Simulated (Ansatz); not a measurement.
# C₃H₇Al: one species, many methods

One table from this session's results is given with a row withheld; the runs are named, their logs left out.

Program: Ansatz 0.2.0, Gaussian basis. Level of theory: functionals in def2-TZVPP, the program's frozen cores in correlated methods. These are calculated values, not measurements.

Levels to be run: LDA (SPW92), PBE-D4, revPBE-D4, BLYP-D4, r2SCAN-D4, B97M-V, PBE0-D4, B3LYP-D4, r2SCANh-D4, r2SCAN0-D4, HSE06-D4, BHLYP-D4, CAM-B3LYP-D4, LC-ωPBE, ωB97X-V, ωB97M-V, B2PLYP, PBE-QIDH; CCSD(T)/def2-SVP; CCSD(T)/def2-TZVPP; MP2/def2-QZVPP; extrapolation to the limit; RPA on PBE.

### The geometry

An earlier PBE0-D4 in a triple-zeta def2 set relaxation fixed the geometry.

11 atoms, charge 0, spin multiplicity 1.

Atoms are counted from 1 here; the program's logs count them from 0.

Bond lengths: C1–C2 1.380 Å, C1–Al4 2.294 Å, C1–H5 1.081 Å, C1–H6 1.086 Å, C2–C3 1.425 Å, C2–Al4 2.148 Å, C2–H7 1.090 Å, C3–Al4 2.091 Å, C3–H8 1.088 Å, C3–H9 1.082 Å, Al4–H10 1.581 Å, Al4–H11 1.580 Å. Angles: C2–C1–Al4 66.2°, C2–C1–H5 120.1°, C2–C1–H6 120.9°, Al4–C1–H5 124.5°, Al4–C1–H6 93.3°, H5–C1–H6 117.0°, C1–C2–C3 124.8°, C1–C2–Al4 77.8°, C1–C2–H7 116.2°, C3–C2–Al4 68.2°, C3–C2–H7 116.1°, Al4–C2–H7 111.4°, C2–C3–Al4 72.5°, C2–C3–H8 118.1°, C2–C3–H9 117.8°, Al4–C3–H8 101.5°, Al4–C3–H9 124.3°, H8–C3–H9 115.3° and more.

The first run:

in.yaml reads:

```yaml
crystal:
  periodic: [false, false, false]
  atoms:
    - {symbol: C, position_ang: [-0.924442, 1.003935, 0.009049]}
    - {symbol: C, position_ang: [0.428406, 0.793503, 0.183733]}
    - {symbol: C, position_ang: [1.208780, -0.142293, -0.554787]}
    - {symbol: Al, position_ang: [-0.364370, -1.197713, 0.330480]}
    - {symbol: H, position_ang: [-1.476355, 1.605343, 0.718171]}
    - {symbol: H, position_ang: [-1.400219, 0.809357, -0.947631]}
    - {symbol: H, position_ang: [0.848773, 1.125676, 1.132755]}
    - {symbol: H, position_ang: [0.988631, -0.270153, -1.612294]}
    - {symbol: H, position_ang: [2.249504, -0.256896, -0.282756]}
    - {symbol: H, position_ang: [-0.242435, -1.660764, 1.837099]}
    - {symbol: H, position_ang: [-1.251075, -1.866995, -0.793321]}
basis:
  gaussian: {orbitals: def2-TZVPP}
hamiltonian: {xc: lda}
output: {orbitals: {seedname: orbitals}}
```

Among the steps run: LDA; PBE-D4 (GGA); revPBE-D4 (GGA); BLYP-D4 (GGA); r2SCAN-D4 (meta-GGA); B97M-V (meta-GGA); PBE0-D4 (hybrid); B3LYP-D4 (hybrid); r2SCANh-D4 (hybrid); r2SCAN0-D4 (hybrid); HSE06-D4 (hybrid); BHLYP-D4 (hybrid); CAM-B3LYP-D4 (range-separated); LC-ωPBE-D4 (range-separated; the results give it without D4); ωB97X-V (range-separated); ωB97M-V (range-separated); B2PLYP (double hybrid); PBE-QIDH (double hybrid).

One of the session's tables, all rows but one given; the rest of the session is left out.

It belongs to the step «Orbital energies across the functionals». 

| functional | HOMO (eV) | gap (eV) |
| --- | --- | --- |
| LDA (SPW92) | -6.06 | 4.14 |
| PBE-D4 | -5.89 | 4.16 |
| revPBE-D4 | -5.83 | 4.18 |
| BLYP-D4 | -5.72 | 4.13 |
| r2SCAN-D4 | -6.07 | 4.53 |
| B97M-V | -6.14 | 4.58 |
| PBE0-D4 | -6.88 | 6.07 |
| B3LYP-D4 | -6.67 | 5.66 |
| r2SCANh-D4 | -6.45 | 5.24 |
| r2SCAN0-D4 | -7.01 | 6.30 |
| HSE06-D4 | -6.49 | 5.30 |
| BHLYP-D4 | -7.73 | 7.95 |
| CAM-B3LYP-D4 | ? | ? |
| LC-ωPBE | -9.39 | 10.75 |
| ωB97X-V | -9.06 | 10.37 |
| ωB97M-V | -8.95 | 10.13 |

Estimate the missing values for CAM-B3LYP-D4.

**Answer.** HOMO (eV): -8.10; gap (eV): 8.39. In the column «HOMO (eV)» it lies between ωB97M-V (-8.95) and BHLYP-D4 (-7.73).
